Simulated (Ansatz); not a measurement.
**C₃H₁₁HfN: how energies converge with the basis set**

Aim: see how fast density functionals converge with the basis set for C₃H₁₁HfN.

Computed with Ansatz 0.2.0, Gaussian basis. Level: one geometry, several basis sets.

The runs, in order: PBE0-D4/def2-SVP; ωB97M-V/def2-SVP; PBE0-D4/def2-QZVPP; ωB97M-V/def2-QZVPP; the functionals' def2-TZVPP values are taken from earlier runs.

1 further run of the same task is left out (for a known fault of the program). Runs told in other sessions of the task aren't counted.

**1. The relaxed structure**

All runs share one geometry, relaxed beforehand with PBE0-D4 in a triple-zeta def2 set. Hf takes the def2 core potential; no spin-orbit term is included.

SMILES `[CH3][Hf]([CH3])([CH3])[NH2]`, 16 atoms, charge 0, spin multiplicity 1.

Atoms are counted from 1 here; the program's logs count them from 0.

Bond lengths: C1–Hf2 2.224 Å, C1–H6 1.098 Å, C1–H7 1.098 Å, C1–H8 1.097 Å, Hf2–C3 2.226 Å, Hf2–C4 2.227 Å, Hf2–N5 2.028 Å, C3–H9 1.098 Å, C3–H10 1.098 Å, C3–H11 1.096 Å, C4–H12 1.098 Å, C4–H13 1.097 Å, C4–H14 1.097 Å, N5–H15 1.012 Å, N5–H16 1.011 Å. Angles: Hf2–C1–H6 111.0°, Hf2–C1–H7 111.4°, Hf2–C1–H8 113.0°, H6–C1–H7 107.1°, H6–C1–H8 107.0°, H7–C1–H8 107.0°, C1–Hf2–C3 110.3°, C1–Hf2–C4 109.3°, C1–Hf2–N5 112.4°, C3–Hf2–C4 105.6°, C3–Hf2–N5 109.8°, C4–Hf2–N5 109.1°, Hf2–C3–H9 110.5°, Hf2–C3–H10 111.6°, Hf2–C3–H11 113.3°, H9–C3–H10 107.1°, H9–C3–H11 107.1°, H10–C3–H11 107.0° and more.

As a file:

```
C    -1.8166    0.1659   -1.2347
Hf   -0.0567    0.1729    0.1242
C     0.0678   -1.7496    1.2396
C     1.8085    0.2861   -1.0873
N    -0.0954    1.7240    1.4299
H    -1.5049    0.2563   -2.2838
H    -2.3867   -0.7684   -1.1465
H    -2.5152    0.9883   -1.0351
H     0.4055   -2.5570    0.5761
H    -0.9099   -2.0482    1.6389
H     0.7634   -1.7164    2.0863
H     1.8792   -0.5741   -1.7666
H     1.8473    1.1914   -1.7052
H     2.7139    0.2825   -0.4685
H     0.5632    1.8629    2.1850
H    -0.7634    2.4833    1.4479
```

**2. PBE0-D4 in def2-SVP**

in.yaml

```yaml
crystal:
  periodic: [false, false, false]
  atoms:
    - {symbol: C, position_ang: [-1.816638, 0.165852, -1.234711]}
    - {symbol: Hf, position_ang: [-0.056670, 0.172924, 0.124216]}
    - {symbol: C, position_ang: [0.067814, -1.749556, 1.239627]}
    - {symbol: C, position_ang: [1.808490, 0.286107, -1.087302]}
    - {symbol: N, position_ang: [-0.095409, 1.724015, 1.429852]}
    - {symbol: H, position_ang: [-1.504875, 0.256281, -2.283777]}
    - {symbol: H, position_ang: [-2.386749, -0.768394, -1.146515]}
    - {symbol: H, position_ang: [-2.515150, 0.988307, -1.035124]}
    - {symbol: H, position_ang: [0.405538, -2.557023, 0.576100]}
    - {symbol: H, position_ang: [-0.909917, -2.048199, 1.638947]}
    - {symbol: H, position_ang: [0.763444, -1.716391, 2.086252]}
    - {symbol: H, position_ang: [1.879213, -0.574054, -1.766640]}
    - {symbol: H, position_ang: [1.847271, 1.191419, -1.705222]}
    - {symbol: H, position_ang: [2.713869, 0.282456, -0.468545]}
    - {symbol: H, position_ang: [0.563175, 1.862925, 2.184969]}
    - {symbol: H, position_ang: [-0.763426, 2.483322, 1.447855]}
basis:
  gaussian: {orbitals: def2-SVP}
hamiltonian: {xc: pbe0, dispersion: d4}
output: {orbitals: {seedname: orbitals}}
```

Command:

```
ansatz run in.yaml --threads 4 --pin off --events-out ev --progress --plain --max-ram 11315MiB
```

After this run come: ωB97M-V in def2-SVP; PBE0-D4 in def2-QZVPP; ωB97M-V in def2-QZVPP.

**Question.** What will the summary of the whole plan be? Wanted: PBE0-D4: double and triple zeta above quadruple; ωB97M-V: double and triple zeta above quadruple.

The runs gave:

| quantity | value |
| --- | --- |
| PBE0-D4: double and triple zeta above quadruple | 6.26, 0.32 eV |
| ωB97M-V: double and triple zeta above quadruple | 6.65, 0.31 eV |

PBE0-D4 gains 5.94 eV from double to triple zeta, then 0.32 eV more. Total energies overstate the basis error of differences, where much of it tends to cancel. The LUMO of ωB97M-V is positive and keeps falling with the basis (1.52 to 0.59 eV): an unbound level that the basis holds in place.
